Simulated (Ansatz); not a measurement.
Which YAML input does this script hand to the engine? (Ansatz 0.2.0, Python API)

`cas_br2zn.py`:
```python
'''Active-space calculation on Br2Zn.'''

import ansatz as az

GEOMETRY = '''
Br    1.13880    1.84690    0.81520
Zn   -0.21320    0.20440   -0.09160
Br   -0.93660   -2.11610   -0.73690
'''


def main() -> None:
    mol = az.Crystal.molecule()
    for line in GEOMETRY.strip().splitlines():
        symbol, *xyz = line.split()
        mol = mol.atom(symbol, [float(v) for v in xyz])

    calc = mol.calculation().basis(gaussian='def2-SVP').correlation(active_electrons=6, active_orbitals=7)
    for method in ['sc_nevpt2']:
        rep = (calc if method is None else calc.correlation(method)).run(threads=1, pin='off').report
        space = rep['configurations']
        state = space['states'][0]
        print(method or 'casscf', f'total {rep["free_energy_ev"] / 27.211386246:.6f} Ha, active-space state {state["energy"]["hartree"]:.6f} Ha, mean field {rep["reference_energy_ev"] / 27.211386246:.6f} Ha')
        print('  determinants', state['n_determinants'], ' natural occupations', [round(n, 3) for n in space['natural_occupations']])


if __name__ == '__main__':
    main()
```

`python cas_br2zn.py` gives:
```text
RunWarning: the results are in doubt because another end's mean lies 0.417 eV lower, and its corrected mean 0.125 eV higher
sc_nevpt2 total -6922.696015 Ha, active-space state -6921.926483 Ha, mean field -6921.882388 Ha
  determinants 625  natural occupations [1.981, 1.976, 1.973, 0.03, 0.017, 0.015, 0.007]
```
(Warnings from the package without file and line.)

`input.yaml`:
```yaml
crystal:
  periodic: [false, false, false]
  atoms:
    - { symbol: Br, position_ang: [1.1388, 1.8469, 0.8152] }
    - { symbol: Zn, position_ang: [-0.2132, 0.2044, -0.0916] }
    - { symbol: Br, position_ang: [-0.9366, -2.1161, -0.7369] }
basis:
  gaussian:
    orbitals: def2-SVP
correlation:
  method: sc_nevpt2
  active_space:
    window:
      electrons: 6
      orbitals: 7
```

Reading the output:
- Total energies depend on the basis set; only differences at equal settings carry meaning.
- The geometry is a force-field or estimated start, not a minimum of this method, and the basis set is short of its limit. The active space starts as a window about the frontier orbitals and is then optimised, not chosen by chemistry.
- A lower CASSCF solution was found and passed over, so the printed active-space state isn't the lowest.
- Finished in 2.6 min on 1 thread of Arm Neoverse V1 (shared host), peak memory 0.45 GiB.

(Lines on the test bed's own set-up are left out of the output.)
